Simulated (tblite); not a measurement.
# C19H18O3S2: the cost of one run

Computed with tblite 0.8.0 and PySCF 2.14.0 and routines of our own; the level stands in each step. Atoms count from 0.

## Step 1: The system as given

42 atoms, charge 0, multiplicity 1; geometry from: force field, distance geometry or constructed start.

## Step 2: Optimising the geometry with GFN2-xTB

The job: settings as JSON, then the geometry in Å.

```
{"job": {"kind": "relax", "xc": "GFN2-xTB", "basis": "xTB"}, "charge": 0, "multiplicity": 1}
C      3.933600     1.639600    -3.349300
S      3.321100     1.337800    -1.719800
O      4.382900     0.511200    -1.120000
O      3.196800     2.682800    -1.158000
O      2.059300     0.641600    -1.950300
C      3.775900     0.456800     1.786000
C      3.908900    -0.489400     0.775700
C      2.884700    -0.660500    -0.149900
C      1.709200     0.100500    -0.084300
S      0.468700    -0.215600    -1.359900
C     -0.462700    -1.546400    -0.576600
C     -1.391700    -2.219200    -1.385300
C     -2.158900    -3.270600    -0.877600
C     -1.996100    -3.675400     0.436900
C     -1.076700    -3.020600     1.254800
C     -0.309400    -1.969000     0.757000
C     -0.647700     1.172100    -1.066900
C     -1.785400     1.132700    -0.251700
C     -2.594200     2.270200    -0.104100
C     -2.279000     3.446500    -0.779100
C     -1.163600     3.496700    -1.603700
C     -0.355000     2.363700    -1.749300
C      1.599100     1.063800     0.938700
C      2.620600     1.228100     1.862600
H      4.060100     0.688600    -3.859400
H      3.196900     2.256800    -3.880300
H      4.886000     2.166100    -3.278900
H      4.576600     0.596100     2.514400
H      4.809200    -1.096500     0.709000
H      3.003000    -1.408100    -0.931800
H     -1.521100    -1.916700    -2.423700
H     -2.873300    -3.774600    -1.525800
H     -2.592200    -4.495700     0.831800
H     -0.942900    -3.342500     2.290600
H      0.399100    -1.494100     1.421900
H     -2.068300     0.245900     0.293600
H     -3.471700     2.225900     0.529900
H     -2.912600     4.325300    -0.671500
H     -0.913000     4.402900    -2.139000
H      0.511900     2.421100    -2.398100
H      0.716500     1.684400     1.037400
H      2.527500     1.972500     2.652200
```

On the command line:

```sh
> OMP_NUM_THREADS=2 python large_run.py task.json out
```

The driver reads the jobs from task.json and runs them one after another.

**Question.** How long does this first job take on 2 threads of Arm Neoverse N1, shared host, and how much memory does it need?

About 8.4 s, with a peak of 0.19 GiB.
